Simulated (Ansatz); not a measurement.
This script drives the Ansatz DFT code, driven from Python.

`run_methods.py`
```python
from pathlib import Path

import ansatz as az
from ase import Atoms
import numpy as np


def main() -> None:
    atoms = Atoms(["C", "N", "C", "Sn", "O", "H", "H", "H", "H", "H", "H", "H"], positions=[
        (-1.2081, 0.4989, 0.1005),
        (-0.3516, -0.3807, 0.7743),
        (0.8989, 0.2831, 1.0335),
        (0.0735, -1.9954, -0.464),
        (0.9652, -1.4199, -2.1042),
        (-1.4737, 1.436, 0.7353),
        (-0.7958, 0.8999, -0.8686),
        (-2.1821, 0.05, -0.1246),
        (1.4218, 0.6398, 0.1487),
        (1.6143, -0.4233, 1.5919),
        (0.7673, 1.155, 1.7385),
        (0.3473, -0.7984, -2.5273),
    ])
    geometry = az.Crystal.molecule_from_ase(atoms)

    model = geometry.calculation().basis(gaussian="def2-SVP")

    print("functional    E (Ha)        dipole (D)   HOMO (eV)  LUMO (eV)")
    for name in ["r2scan0", "hf", "lda", "b3lyp", "cam_b3lyp", "lc_wpbe"]:
        summary = model.functional(name).forces().orbitals().run(threads=1, runs_dir="runs").report
        lines = Path(summary["orbitals_path"]).read_text().splitlines()
        field_of = lambda key: [line.split("=")[1].strip() for line in lines if line.startswith(key)]
        orbitals = [(27.211386 * float(e), s, float(n)) for e, s, n in zip(field_of("Ene="), field_of("Spin="), field_of("Occup="))]
        homo = max(e for e, _, n in orbitals if n > 0.5)
        lumo = min(e for e, _, n in orbitals if n < 0.5)
        dipole = 4.803205 * np.linalg.norm(summary["charge_distribution"]["dipole_moment_e_ang"])
        print(f"{name:10s} {summary['free_energy_ev'] / 27.211386246:14.6f} {dipole:9.3f} {homo:11.3f} {lumo:10.3f}")


if __name__ == "__main__":
    main()
```

It is started by `python run_methods.py`. How long does it take on 1 thread of Arm Neoverse V1, with other jobs on the host, and how much memory does it need?

It took about 42 s, with a peak of 0.39 GiB, for 6 runs of the engine.

```console
$ python run_methods.py
functional    E (Ha)        dipole (D)   HOMO (eV)  LUMO (eV)
r2scan0       -424.414727     1.368      -6.230     -2.301
hf            -422.270759     1.523      -8.608      0.492
lda           -422.434934     1.401      -4.870     -3.273
b3lyp         -424.587648     1.288      -5.812     -2.545
cam_b3lyp     -424.394339     1.339      -7.314     -1.361
lc_wpbe       -424.414774     1.442      -8.580     -0.241
```

Reading the output:
- Total energies depend on the basis set; only differences at equal settings carry meaning.
- The geometry is a force-field or estimated start, not a minimum of this method, and the basis set is short of its limit. A lower total doesn't mark the better method: functionals have no common bound, and MP2 and coupled cluster aren't variational.
- def2 sets replace the cores of elements past krypton by effective core potentials.
- b3lyp holds the VWN-RPA fit, as in Gaussian; the form of ORCA and Turbomole is b3lyp5.
- Levels such as HOMO and LUMO are orbital energies: with these approximate functionals they aren't the ionisation energy and electron affinity, and their gap isn't the fundamental gap.
